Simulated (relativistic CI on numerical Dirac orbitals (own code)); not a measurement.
# Fe²⁺: resonant inelastic X-ray scattering at the M2,3 edge

Which low excitations of Fe²⁺ show in RIXS, and at which incident energy? 6 crystal fields.

Method: Dirac-Coulomb-Breit CI, KLI orbitals optimised for each configuration, model QED (radiative potential, 1s self-energy scaled to tabulated hydrogen-like ionisation energies), Kramers-Heisenberg scattering through one core-hole configuration in a parametric crystal field. Code: relativistic CI on numerical Dirac orbitals (own code) version 3.

### 1 The system

| Property | Result |
| --- | --- |
| ion | Fe²⁺ (Fe III) |
| nuclear charge | 26 |
| electrons | 24 |
| configurations | [Ar] 3d6 → [Ne] 3s2 3p5 3d7 |
| temperature | 300 K |
| core-hole width | 1.2 eV |
| field 1 (cm⁻¹) | D3d, 10Dq = 20750, Dsigma = -1200, Dtau = -260 |
| field 2 (cm⁻¹) | D3d, 10Dq = 20750, Dsigma = -860, Dtau = -260 |
| field 3 (cm⁻¹) | D3d, 10Dq = 20750, Dsigma = -510, Dtau = -260 |
| field 4 (cm⁻¹) | D3d, 10Dq = 20750, Dsigma = -170, Dtau = -260 |
| field 5 (cm⁻¹) | D3d, 10Dq = 20750, Dsigma = 170, Dtau = -260 |
| field 6 (cm⁻¹) | D3d, 10Dq = 20750, Dsigma = 510, Dtau = -260 |

### 2 Field 1: D3d, 10Dq = 20750, Dsigma = -1200, Dtau = -260

Settings of the run:

```ini
atom Fe  Z=26  charge=2  electrons=24
nucleus A=56  rms_radius_fm=3.7377
hamiltonian dirac-coulomb  breit=on  qed=on  c_scale=1
orbitals kli  potential=per-configuration
slater_scale 1
correlation none
mixing on
configurations
  [Ar] 3d6
  [Ne] 3s2 3p5 3d7
end
rixs M2,3 T=300 core_hole_width=1.2
crystal_field D3d 10Dq=20750 Dsigma=-1200 Dtau=-260
```

Run with:

```bash
$ python run_levels.py task.json out
```

task.json lists these runs, among others, and the program works through them in turn.

### 3 Field 2: D3d, 10Dq = 20750, Dsigma = -860, Dtau = -260

Changes to the settings of step 2:

```diff
@@ -12,2 +12,2 @@
 rixs M2,3 T=300 core_hole_width=1.2
-crystal_field D3d 10Dq=20750 Dsigma=-1200 Dtau=-260
+crystal_field D3d 10Dq=20750 Dsigma=-860 Dtau=-260
```

### 4 Field 3: D3d, 10Dq = 20750, Dsigma = -510, Dtau = -260

Changes to the settings of step 3:

```diff
@@ -12,2 +12,2 @@
 rixs M2,3 T=300 core_hole_width=1.2
-crystal_field D3d 10Dq=20750 Dsigma=-860 Dtau=-260
+crystal_field D3d 10Dq=20750 Dsigma=-510 Dtau=-260
```

### 5 Field 4: D3d, 10Dq = 20750, Dsigma = -170, Dtau = -260

Changes to the settings of step 4:

```diff
@@ -12,2 +12,2 @@
 rixs M2,3 T=300 core_hole_width=1.2
-crystal_field D3d 10Dq=20750 Dsigma=-510 Dtau=-260
+crystal_field D3d 10Dq=20750 Dsigma=-170 Dtau=-260
```

### 6 Field 5: D3d, 10Dq = 20750, Dsigma = 170, Dtau = -260

Changes to the settings of step 5:

```diff
@@ -12,2 +12,2 @@
 rixs M2,3 T=300 core_hole_width=1.2
-crystal_field D3d 10Dq=20750 Dsigma=-170 Dtau=-260
+crystal_field D3d 10Dq=20750 Dsigma=170 Dtau=-260
```

### 7 Field 6: D3d, 10Dq = 20750, Dsigma = 510, Dtau = -260

Changes to the settings of step 6:

```diff
@@ -12,2 +12,2 @@
 rixs M2,3 T=300 core_hole_width=1.2
-crystal_field D3d 10Dq=20750 Dsigma=170 Dtau=-260
+crystal_field D3d 10Dq=20750 Dsigma=510 Dtau=-260
```

(Steps that only read results are left out.)

Q: Predict the outcome of this session. Wanted: incident energies, field 1.

As calculated:

| field | S, thermal mean | first incident energy (eV) | lowest loss over 0.08 eV (eV) | strongest such loss there (eV) | its level |
| --- | --- | --- | --- | --- | --- |
| 1: D3d | 1.35 | 57.5 | 0.090 | 2.747 | E, S = 2.0 |
| 2: D3d | 0.74 | 61.0 | 0.087 | 0.637 | E, S = 2.0 |
| 3: D3d | 0.20 | 59.2 | 0.165 | 2.088 | E, S = 0.0 |
| 4: D3d | 0.03 | 59.2 | 0.886 | 2.112 | E, S = 0.0 |
| 5: D3d | 0.03 | 59.2 | 0.912 | 2.136 | E, S = 0.0 |
| 6: D3d | 0.03 | 59.2 | 0.936 | 2.160 | E, S = 0.0 |

| quantity | value |
| --- | --- |
| incident energies, field 1 | 57.5, 61.0, 64.7 eV |
| strongest loss over 0.08 eV, field 1 | 2.75 eV |

In words: In field 1 the strongest loss over 0.08 eV at the first resonance is 2.75 eV (E, S = 2.0). Spin-orbit coupling in the valence shell mixes spin states, so S is only an average. The ground spin differs between the fields. The first incident energy is the lowest absorption maximum of each field and need not be the same resonance in all. Only the lowest levels kept in the record count, and labels are spin-orbit irreps. Polarisations are summed, and charge-transfer losses are outside the model.
